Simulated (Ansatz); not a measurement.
Predict the output of the script below (the Ansatz DFT code, driven from Python).

`adiabatic.py`:
```python
import itertools

import ansatz as az
from ase.data import atomic_numbers, covalent_radii
import numpy as np


def main() -> None:
    molecule = (
        az.Crystal.molecule()
        .atom("As", (0.0, 0.0, 0.0))
        .atom("Se", (0.0, 0.0, 2.29))
    )

    model = molecule.calculation()
    model = model.basis(gaussian="def2-TZVP")
    model = model.functional("b3lyp", dispersion="d3bj")
    model = model.spin("collinear", total=1)
    symbols = [site.symbol for site in molecule.cartesian_sites]
    start = np.array([site.position_ang for site in molecule.cartesian_sites], dtype=float)
    data = model.relax(force_tolerance=0.01).run(threads=1, pin="off").report
    end = np.array(data["positions_ang"])

    minimum = az.Crystal.molecule()
    for symbol, place in zip(symbols, end):
        minimum = minimum.atom(symbol, place.tolist())
    ion = (
        minimum.calculation()
        .basis(gaussian="def2-TZVP")
        .functional("b3lyp", dispersion="d3bj")
        .charge(1)
    )
    vertical = ion.run(threads=1, pin="off").report
    settled = ion.relax(force_tolerance=0.01, max_steps=80).run(threads=1, pin="off").report
    print(f"vertical ionisation energy   {vertical['free_energy_ev'] - data['free_energy_ev']:.3f} eV")
    print(f"adiabatic, no zero point     {settled['free_energy_ev'] - data['free_energy_ev']:.3f} eV")
    print(f"relaxation energy of the ion {vertical['free_energy_ev'] - settled['free_energy_ev']:.3f} eV")
    ionised = np.array(settled["positions_ang"])
    radius = [covalent_radii[atomic_numbers[s]] for s in symbols]
    span = lambda where, i, j: np.linalg.norm(where[i] - where[j])
    bonded = [(i, j) for i, j in itertools.combinations(range(len(symbols)), 2) if min(span(end, i, j), span(ionised, i, j)) < 1.2 * (radius[i] + radius[j])]
    print("pair        before    after (A)")
    for i, j in bonded:
        print(f"{symbols[i]}{i}-{symbols[j]}{j}".ljust(10), f"{span(end, i, j):8.4f} {span(ionised, i, j):8.4f}")


if __name__ == "__main__":
    main()
```

`python adiabatic.py` gives:
```text
vertical ionisation energy   7.868 eV
adiabatic, no zero point     7.776 eV
relaxation energy of the ion 0.092 eV
pair        before    after (A)
As0-Se1      2.1616   2.0792
```

Notes:
- The energies are electronic: no zero-point or thermal terms, and the basis set is short of its limit. The product may relax into another structure. The relaxation finds the nearest minimum, so the adiabatic value is an upper bound.
- The species is open-shell (spin multiplicity 2).
- b3lyp holds the VWN-RPA fit, as in Gaussian; the form of ORCA and Turbomole is b3lyp5.
- Only the spin states typed were run; another state of an ion can lie lower, by up to an eV or two.
- The spin state was assumed, and another may lie lower.
- Timing: 55 s on 1 thread of Arm Neoverse V1, on a shared host, peak memory 0.31 GiB.
